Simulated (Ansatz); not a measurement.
# Alloy of Si and Ge (42 of 64 Si sites exchanged), 64 atoms

The task here is to estimate one member of a computed series from the others.

Program: Ansatz 0.2.0, PAW, plane waves. These are calculated values, not measurements.

### The starting cell

64 atoms (42 Ge, 22 Si); a = 11.181 Å, b = 11.181 Å, c = 11.181 Å, α = 90.00°, β = 90.00°, γ = 90.00°. All atoms were shaken off their sites by about 0.02 Å along each axis.

The runs, in order: (2) PBEsol cell relaxation at the single k point (¼, ¼, ¼), on 1 × NVIDIA H100 80GB HBM3 with 11 threads of AMD EPYC 7R13; (3) PBE single point at the Γ point alone, on 1 × NVIDIA H100 80GB HBM3 with 11 threads of AMD EPYC 7R13; (4) r²SCAN single point at the Γ point alone, on 1 × NVIDIA H100 80GB HBM3 with 11 threads of AMD EPYC 7R13; (5) HSE06 single point at the Γ point alone, on 1 × NVIDIA H100 80GB HBM3 with 11 threads of AMD EPYC 7R13; (6) HSE06 with spin–orbit coupling single point at the Γ point alone, on 1 × NVIDIA H100 80GB HBM3 with 11 threads of AMD EPYC 7R13.

The first run:

The input, in.yaml:

```yaml
crystal:
  lattice:
    - [11.181222, 0.000000, 0.000000]
    - [0.000000, 11.181222, 0.000000]
    - [0.000000, 0.000000, 11.181222]
  atoms:
    - { symbol: Ge, position: [0.999747, 0.998986, 0.000363] }
    - { symbol: Ge, position: [0.999199, 0.998532, 0.501317] }
    - { symbol: Ge, position: [0.000695, 0.502775, 0.001780] }
    - { symbol: Ge, position: [0.002831, 0.499459, 0.500334] }
    - { symbol: Ge, position: [0.498888, 0.999052, 0.997228] }
    - { symbol: Ge, position: [0.498818, 0.502432, 0.001201] }
    - { symbol: Ge, position: [0.497647, 0.497875, 0.500158] }
    - { symbol: Ge, position: [0.122338, 0.126382, 0.625633] }
    - { symbol: Ge, position: [0.124787, 0.623895, 0.626582] }
    - { symbol: Ge, position: [0.624971, 0.122888, 0.622586] }
    - { symbol: Ge, position: [0.624066, 0.622250, 0.125324] }
    - { symbol: Ge, position: [0.623450, 0.629459, 0.624023] }
    - { symbol: Ge, position: [0.248582, 0.250537, 0.001864] }
    - { symbol: Ge, position: [0.251835, 0.249014, 0.502091] }
    - { symbol: Ge, position: [0.749591, 0.245091, 0.002105] }
    - { symbol: Ge, position: [0.752138, 0.250798, 0.502371] }
    - { symbol: Ge, position: [0.751380, 0.747997, 0.000224] }
    - { symbol: Ge, position: [0.372749, 0.375121, 0.124675] }
    - { symbol: Ge, position: [0.373868, 0.375586, 0.624307] }
    - { symbol: Ge, position: [0.373795, 0.872326, 0.123564] }
    - { symbol: Ge, position: [0.379827, 0.873449, 0.625016] }
    - { symbol: Ge, position: [0.873455, 0.370952, 0.121832] }
    - { symbol: Ge, position: [0.874263, 0.872865, 0.122944] }
    - { symbol: Ge, position: [0.872820, 0.873830, 0.620836] }
    - { symbol: Ge, position: [0.247697, 0.001325, 0.250605] }
    - { symbol: Ge, position: [0.248169, 0.501886, 0.248849] }
    - { symbol: Ge, position: [0.249641, 0.498183, 0.750159] }
    - { symbol: Ge, position: [0.749960, 0.000559, 0.251461] }
    - { symbol: Ge, position: [0.751496, 0.999478, 0.751715] }
    - { symbol: Ge, position: [0.750402, 0.500409, 0.251566] }
    - { symbol: Ge, position: [0.749793, 0.498463, 0.749198] }
    - { symbol: Ge, position: [0.375174, 0.625194, 0.874562] }
    - { symbol: Ge, position: [0.873168, 0.125365, 0.375847] }
    - { symbol: Ge, position: [0.873918, 0.126667, 0.875399] }
    - { symbol: Ge, position: [0.875932, 0.625289, 0.876060] }
    - { symbol: Ge, position: [0.999818, 0.248969, 0.251603] }
    - { symbol: Ge, position: [0.995161, 0.748488, 0.248594] }
    - { symbol: Ge, position: [0.500334, 0.252554, 0.250187] }
    - { symbol: Ge, position: [0.127344, 0.374070, 0.378795] }
    - { symbol: Ge, position: [0.124605, 0.375999, 0.871792] }
    - { symbol: Ge, position: [0.120643, 0.875503, 0.378418] }
    - { symbol: Ge, position: [0.625251, 0.376382, 0.875334] }
    - { symbol: Si, position: [0.497907, 0.999721, 0.500269] }
    - { symbol: Si, position: [0.123311, 0.125622, 0.124742] }
    - { symbol: Si, position: [0.124366, 0.625477, 0.128104] }
    - { symbol: Si, position: [0.625815, 0.124829, 0.124316] }
    - { symbol: Si, position: [0.245868, 0.749477, 0.999509] }
    - { symbol: Si, position: [0.246848, 0.746568, 0.498599] }
    - { symbol: Si, position: [0.751137, 0.750946, 0.503170] }
    - { symbol: Si, position: [0.875588, 0.373112, 0.626578] }
    - { symbol: Si, position: [0.250640, 0.000272, 0.747335] }
    - { symbol: Si, position: [0.376810, 0.123468, 0.377113] }
    - { symbol: Si, position: [0.372633, 0.122927, 0.878160] }
    - { symbol: Si, position: [0.372404, 0.622438, 0.373560] }
    - { symbol: Si, position: [0.874371, 0.621283, 0.375556] }
    - { symbol: Si, position: [0.000266, 0.250331, 0.750306] }
    - { symbol: Si, position: [0.001218, 0.748872, 0.748928] }
    - { symbol: Si, position: [0.498801, 0.249893, 0.753280] }
    - { symbol: Si, position: [0.500055, 0.747480, 0.251604] }
    - { symbol: Si, position: [0.499453, 0.750211, 0.749552] }
    - { symbol: Si, position: [0.122336, 0.874591, 0.874567] }
    - { symbol: Si, position: [0.624467, 0.373431, 0.378227] }
    - { symbol: Si, position: [0.622541, 0.876170, 0.374781] }
    - { symbol: Si, position: [0.626378, 0.874183, 0.874078] }
  symmetry: { detect: false }
kpoints:
  mp_grid: { grid: [1, 1, 1], shift: [0.25, 0.25, 0.25] }
hamiltonian:
  xc: pbesol
scf:
  occupations: { method: fermi_dirac, width: 0.01 }
relax:
  f_tol: 0.03
  max_steps: 80
  escape_saddle: false
  adjacent_minimum: "off"
  cell: { fix: [shape] }
output:
  forces: true
  eigenvalues: true
  populations: true
  write_density: true
  write_potential: true
  elf: true
  volumetric_format: npy
```

On the command line:

```bash
> ansatz run in.yaml --threads 11 --pin off --max-ram 161500MiB --runs-dir r --events-out ev --progress --plain --backend cuda --devices 0, --max-vram 75GiB
```

Steps of the session up to this table: PBEsol relaxation of the cell and the positions; PBE on the final geometry; Single point with r²SCAN; Single point with HSE06; HSE06 with spin–orbit coupling on the same atoms.

One table of the session follows, with a row left open; its other results are not shown here.

| level | top filled to lowest empty (eV) |
| --- | --- |
| PBEsol, relaxation | 0.97 |
| PBE | ? |
| r²SCAN | 0.69 |
| HSE06 | 1.11 |
| HSE06 with spin–orbit coupling | 1.04 |

Estimate the missing values for PBE.

**Answer.** top filled to lowest empty (eV): 0.42. In the column «top filled to lowest empty (eV)» it is the lowest.

At the same k points, PBE gives a spacing 0.69 eV smaller and r²SCAN gives a spacing 0.42 eV smaller than the 1.11 eV of HSE06. Rows on different k points differ by sampling as well as by level. With one k point the spacing samples only the states that fold onto it, so it can exceed the gap over the zone.
